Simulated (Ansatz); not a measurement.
What does this script print? It uses the Python package of Ansatz (0.2.0).

Script `ts_ch5nte.py`:
```python
import itertools

import ansatz as az
from ase.data import atomic_numbers, covalent_radii
import numpy as np


def main() -> None:
    molecule = (
        az.Crystal.molecule()
        .atom("N", (-0.5316, 0.6487, -0.6388))
        .atom("C", (0.3694, 0.3113, 0.3823))
        .atom("Te", (-0.4778, -1.2642, 1.5684))
        .atom("H", (-0.6008, -0.1014, -1.3139))
        .atom("H", (-0.1573, 1.4723, -1.2148))
        .atom("H", (0.5774, 1.202, 1.0386))
        .atom("H", (1.3529, -0.0254, -0.0725))
        .atom("H", (-0.4399, -2.3004, 0.1949))
    )

    calculation = molecule.calculation()
    calculation = calculation.basis(gaussian="def2-SVP")
    calculation = calculation.functional("hf")
    symbols = [site.symbol for site in molecule.cartesian_sites]
    start = np.array([site.position_ang for site in molecule.cartesian_sites], dtype=float)
    r = calculation.relax(force_tolerance=0.005).run(threads=1).report
    end = np.array(r["positions_ang"])

    a, b, d = end[[1, 3, 4]]
    normal = np.cross(b - a, d - a)
    normal /= np.linalg.norm(normal)
    flat = end.copy()
    flat[0] -= 0.8 * ((end[0] - a) @ normal) * normal
    guess = np.zeros_like(flat)
    guess[0] = normal
    near = az.Crystal.molecule()
    for symbol, place in zip(symbols, flat):
        near = near.atom(symbol, place.tolist())
    search = (
        near.calculation()
        .basis(gaussian="def2-SVP")
        .functional("hf")
        .saddle(mode_guess=guess.tolist(), force_tolerance=0.01, max_steps=40)
    )
    steps = []
    top = search.session().plan().execute(on_event=lambda e: steps.append(e["data"]) if e["event"] == "saddle_step" else None).report
    for s in steps:
        print(f"step {s['step']:2d}  E = {s['lagrangian_ev']:.5f} eV  force {s['allowed_force_max_ev_ang']:.4f} eV/A  curvature {s['curvature_ev_ang2']:.3f} eV/A^2")
    print(f"minimum {r['free_energy_ev']:.5f} eV, saddle {top['free_energy_ev']:.5f} eV")
    print(f"electronic barrier {23.060548 * (top['free_energy_ev'] - r['free_energy_ev']):.2f} kcal/mol")
    saddle = np.array(top["positions_ang"])
    radius = [covalent_radii[atomic_numbers[s]] for s in symbols]
    span = lambda where, i, j: np.linalg.norm(where[i] - where[j])
    bonded = [(i, j) for i, j in itertools.combinations(range(len(symbols)), 2) if min(span(end, i, j), span(saddle, i, j)) < 1.2 * (radius[i] + radius[j])]
    print("pair        before    after (A)")
    for i, j in bonded:
        print(f"{symbols[i]}{i}-{symbols[j]}{j}".ljust(10), f"{span(end, i, j):8.4f} {span(saddle, i, j):8.4f}")


if __name__ == "__main__":
    main()
```

Running `python ts_ch5nte.py` prints:
```text
step  1  E = -9853.31438 eV  force 3.0554 eV/A  curvature -12.133 eV/A^2
step  2  E = -9853.59410 eV  force 0.7276 eV/A  curvature -4.909 eV/A^2
step  3  E = -9853.61722 eV  force 0.3243 eV/A  curvature -4.258 eV/A^2
step  4  E = -9853.61931 eV  force 0.2464 eV/A  curvature -3.997 eV/A^2
step  5  E = -9853.62783 eV  force 0.5268 eV/A  curvature -3.212 eV/A^2
step  6  E = -9853.64242 eV  force 0.4356 eV/A  curvature -2.884 eV/A^2
step  7  E = -9853.65785 eV  force 0.3821 eV/A  curvature -3.143 eV/A^2
step  8  E = -9853.66982 eV  force 0.3157 eV/A  curvature -3.241 eV/A^2
step  9  E = -9853.62257 eV  force 2.4923 eV/A  curvature -5.438 eV/A^2
step 10  E = -9853.67204 eV  force 0.1830 eV/A  curvature -4.157 eV/A^2
step 11  E = -9853.67242 eV  force 0.1460 eV/A  curvature -4.415 eV/A^2
step 12  E = -9853.67391 eV  force 0.1691 eV/A  curvature -4.266 eV/A^2
step 13  E = -9853.67546 eV  force 0.1203 eV/A  curvature -4.255 eV/A^2
step 14  E = -9853.67645 eV  force 0.0541 eV/A  curvature -4.210 eV/A^2
step 15  E = -9853.67636 eV  force 0.1864 eV/A  curvature -3.756 eV/A^2
step 16  E = -9853.67753 eV  force 0.0868 eV/A  curvature -4.084 eV/A^2
step 17  E = -9853.67940 eV  force 0.0883 eV/A  curvature -4.264 eV/A^2
step 18  E = -9853.68220 eV  force 0.2406 eV/A  curvature -4.025 eV/A^2
step 19  E = -9853.68419 eV  force 0.1644 eV/A  curvature -4.239 eV/A^2
step 20  E = -9853.68644 eV  force 0.0470 eV/A  curvature -4.349 eV/A^2
step 21  E = -9853.68683 eV  force 0.1883 eV/A  curvature -3.956 eV/A^2
step 22  E = -9853.68802 eV  force 0.0705 eV/A  curvature -4.186 eV/A^2
step 23  E = -9853.68856 eV  force 0.0476 eV/A  curvature -4.146 eV/A^2
step 24  E = -9853.68857 eV  force 0.1192 eV/A  curvature -4.024 eV/A^2
step 25  E = -9853.68877 eV  force 0.0440 eV/A  curvature -4.096 eV/A^2
step 26  E = -9853.68882 eV  force 0.0402 eV/A  curvature -4.093 eV/A^2
step 27  E = -9853.68891 eV  force 0.0262 eV/A  curvature -4.109 eV/A^2
step 28  E = -9853.68898 eV  force 0.0335 eV/A  curvature -4.138 eV/A^2
step 29  E = -9853.68912 eV  force 0.0463 eV/A  curvature -4.129 eV/A^2
step 30  E = -9853.68928 eV  force 0.0526 eV/A  curvature -4.109 eV/A^2
step 31  E = -9853.68916 eV  force 0.0908 eV/A  curvature -3.935 eV/A^2
step 32  E = -9853.68934 eV  force 0.0196 eV/A  curvature -4.172 eV/A^2
step 33  E = -9853.68935 eV  force 0.0161 eV/A  curvature -4.111 eV/A^2
step 34  E = -9853.68936 eV  force 0.0064 eV/A  curvature -4.127 eV/A^2
step 35  E = -9853.68937 eV  force 0.0009 eV/A  curvature -4.071 eV/A^2
minimum -9853.79904 eV, saddle -9853.68937 eV
electronic barrier 2.53 kcal/mol
pair        before    after (A)
N0-C1        1.4371   1.4066
N0-H3        1.0037   0.9948
N0-H4        1.0044   0.9948
C1-Te2       2.1833   2.2281
C1-H5        1.0862   1.0856
C1-H6        1.0920   1.0856
Te2-H7       1.6512   1.6533
```

Caveats:
- These settings explore the input space; basis and method may be short of convergence.
- The energies are electronic: no zero-point or thermal terms, and the basis set is short of its limit. No separate frequency run checks the order of the saddle point.
- def2 sets replace the cores of elements past krypton by effective core potentials.
- It ran for 3.3 min on 1 thread of Arm Neoverse V2, with other jobs on the host, peak memory 0.23 GiB.
